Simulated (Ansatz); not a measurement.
# C₂H₆BF₃O: a ladder of functionals and wavefunction methods

An exercise on one series of results from a longer session: the logs are not shown, and one member is left open.

The runs use Ansatz 0.2.0, Gaussian basis; functionals in def2-TZVPP, the program's frozen cores in correlated methods.

The runs, in order: LDA (SPW92), PBE-D4, revPBE-D4, BLYP-D4, r2SCAN-D4, B97M-V, PBE0-D4, B3LYP-D4, r2SCANh-D4, r2SCAN0-D4, HSE06-D4, BHLYP-D4, CAM-B3LYP-D4, LC-ωPBE, ωB97X-V, ωB97M-V, B2PLYP, PBE-QIDH; CCSD(T)/def2-SVP; MP2/def2-TZVPP; MP2/def2-QZVPP; RPA on PBE.

**Structure used throughout**

The geometry comes from an earlier relaxation with PBE0-D4 in a triple-zeta def2 set; it is a stationary point, not always the lowest conformer.

SMILES `C[O+](C)[B-](F)(F)F`, 13 atoms, charge 0, spin multiplicity 1.

Atoms are counted from 1 here; the program's logs count them from 0.

Bond lengths: C1–O2 1.431 Å, C1–H8 1.092 Å, C1–H9 1.086 Å, C1–H10 1.090 Å, O2–C3 1.431 Å, O2–B4 1.683 Å, C3–H11 1.090 Å, C3–H12 1.092 Å, C3–H13 1.086 Å, B4–F5 1.354 Å, B4–F6 1.361 Å, B4–F7 1.354 Å. Angles: O2–C1–H8 109.9°, O2–C1–H9 106.9°, O2–C1–H10 108.4°, H8–C1–H9 110.4°, H8–C1–H10 110.6°, H9–C1–H10 110.5°, C1–O2–C3 112.8°, C1–O2–B4 114.5°, C3–O2–B4 114.5°, O2–C3–H11 108.4°, O2–C3–H12 109.9°, O2–C3–H13 106.9°, H11–C3–H12 110.6°, H11–C3–H13 110.5°, H12–C3–H13 110.4°, O2–B4–F5 102.5°, O2–B4–F6 103.4°, O2–B4–F7 102.5° and more.

Set-up of the first run:

File in.yaml:

```yaml
crystal:
  periodic: [false, false, false]
  atoms:
    - {symbol: C, position_ang: [0.824739, 0.604203, 0.979999]}
    - {symbol: O, position_ang: [0.359250, -0.094551, -0.178641]}
    - {symbol: C, position_ang: [-0.122341, -1.407725, 0.123051]}
    - {symbol: B, position_ang: [-0.652778, 0.806781, -1.175787]}
    - {symbol: F, position_ang: [0.081507, 1.919348, -1.411273]}
    - {symbol: F, position_ang: [-1.759357, 1.002074, -0.407623]}
    - {symbol: F, position_ang: [-0.831891, -0.017163, -2.234783]}
    - {symbol: H, position_ang: [0.005715, 0.733833, 1.690976]}
    - {symbol: H, position_ang: [1.187788, 1.569731, 0.640776]}
    - {symbol: H, position_ang: [1.634449, 0.027043, 1.427330]}
    - {symbol: H, position_ang: [0.690648, -1.976634, 0.574978]}
    - {symbol: H, position_ang: [-0.973686, -1.344896, 0.804496]}
    - {symbol: H, position_ang: [-0.423646, -1.856742, -0.818599]}
basis:
  gaussian: {orbitals: def2-TZVPP}
hamiltonian: {xc: lda}
output: {orbitals: {seedname: orbitals}}
```

Launch:

```bash
$ ansatz run in.yaml --threads 4 --pin off --events-out ev --progress --plain --max-ram 11315MiB
```

Steps of the session up to this table: LDA; PBE-D4 (GGA); revPBE-D4 (GGA); BLYP-D4 (GGA); r2SCAN-D4 (meta-GGA); B97M-V (meta-GGA); B3LYP-D4 (hybrid); r2SCANh-D4 (hybrid); r2SCAN0-D4 (hybrid); HSE06-D4 (hybrid); BHLYP-D4 (hybrid); CAM-B3LYP-D4 (range-separated); LC-ωPBE (range-separated); ωB97X-V (range-separated); ωB97M-V (range-separated); B2PLYP (double hybrid); PBE-QIDH (double hybrid).

One of the session's tables, all rows but one given; the rest of the session is left out.

It belongs to the step «Orbital energies across the functionals». 

| functional | HOMO (eV) | LUMO (eV) | gap (eV) |
| --- | --- | --- | --- |
| LDA (SPW92) | ? | ? | ? |
| PBE-D4 | -7.97 | -0.16 | 7.81 |
| revPBE-D4 | -7.91 | -0.03 | 7.88 |
| BLYP-D4 | -7.91 | -0.13 | 7.78 |
| r2SCAN-D4 | -8.35 | 0.40 | 8.75 |
| B97M-V | -8.53 | 0.04 | 8.57 |
| PBE0-D4 | -9.68 | 0.74 | 10.42 |
| B3LYP-D4 | -9.44 | 0.39 | 9.84 |
| r2SCANh-D4 | -8.99 | 0.73 | 9.72 |
| r2SCAN0-D4 | -9.94 | 1.17 | 11.11 |
| HSE06-D4 | -9.27 | 0.37 | 9.63 |
| BHLYP-D4 | -11.34 | 1.36 | 12.70 |
| CAM-B3LYP-D4 | -11.18 | 1.51 | 12.70 |
| LC-ωPBE | -12.50 | 2.85 | 15.35 |
| ωB97X-V | -12.19 | 2.63 | 14.82 |
| ωB97M-V | -12.11 | 2.20 | 14.31 |

**Question.** Estimate the row for LDA (SPW92).

As computed: HOMO (eV): -8.10; LUMO (eV): -0.45; gap (eV): 7.65. In the column «HOMO (eV)» it lies between r2SCAN-D4 (-8.35) and PBE-D4 (-7.97).
